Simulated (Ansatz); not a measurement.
C3H8Ge, SMILES C[CH]1[CH2][GeH2]1: an atomisation energy, run with Ansatz 0.2.0, Python API.

The script, `run_tae.py`:
```python
# -*- coding: utf-8 -*-
"""Atomisation energy of C3H8Ge at the given geometry."""

from collections import Counter

import ansatz as az


def energy(molecule, charge=0, unpaired=0):
    calc = (
        molecule.calculation()
        .basis(gaussian="def2-TZVP")
        .functional("pbe")
    )
    if charge:
        calc = calc.charge(charge)
    if unpaired:
        calc = calc.spin("collinear", total=unpaired)
    report = calc.run(threads=1, backend="cpu").report
    if report["published_state_doubts"]:
        print("  doubts:", report["published_state_doubts"])
    return report["free_energy_ev"]

GEOMETRY = """
C    -0.61500    1.15690    0.71130
C    -0.48460    0.19570   -0.43700
C     0.87620   -0.09630   -0.81310
Ge    0.13810   -1.58630    0.17740
H    -1.68030    1.08210    1.10690
H     0.07890    1.06550    1.51140
H    -0.52800    2.23410    0.30490
H    -1.16800    0.22890   -1.28330
H     1.69770    0.44750   -0.17450
H     1.06630   -0.30630   -1.85470
H     0.75560   -1.70630    1.57970
H    -0.05980   -2.77050   -0.79500
"""

molecule = az.Crystal.molecule()
for line in GEOMETRY.strip().splitlines():
    symbol, *xyz = line.split()
    molecule = molecule.atom(symbol, [float(v) for v in xyz])

# unpaired electrons of the ground-state atoms
unpaired = {"C": 2, "Ge": 2, "H": 1}
counts = Counter(site.symbol for site in molecule.cartesian_sites)
atom_energy = {s: energy(az.Crystal.molecule().atom(s, (0, 0, 0)), 0, unpaired[s]) for s in counts}
whole = energy(molecule, 0, 0)
for s, e in atom_energy.items():
    print(f"{s:2s} x{counts[s]}  {e:14.5f} eV")
print(f"C3H8Ge: {whole:.5f} eV")
split = sum(counts[s] * e for s, e in atom_energy.items()) - whole
print(f"atomisation energy (no zero-point term): {23.060548 * split:.1f} kcal/mol, {split / sum(counts.values()):.3f} eV an atom")
```

What does it cost to take this molecule apart into atoms?

1024.9 kcal/mol from the electronic energies, without the zero-point term.

The run itself:

Running `python run_tae.py` prints:
```text
C  x3     -1028.48074 eV
Ge x1    -56507.21275 eV
H  x8       -13.59523 eV
C3H8Ge: -59745.86101 eV
atomisation energy (no zero-point term): 1024.9 kcal/mol, 3.704 eV an atom
```

Notes:
- The settings weren't tested for convergence.
- The geometry is a force-field or estimated start, not a minimum of this method, and the basis set is short of its limit. All parts are taken at fixed geometry, without zero-point energy.
- This functional overbinds, so such energies come out a few per cent too high (LDA far more).
- The whole script took 6.2 s on 1 thread of Arm Neoverse V2, on a shared host, peak memory 0.28 GiB.
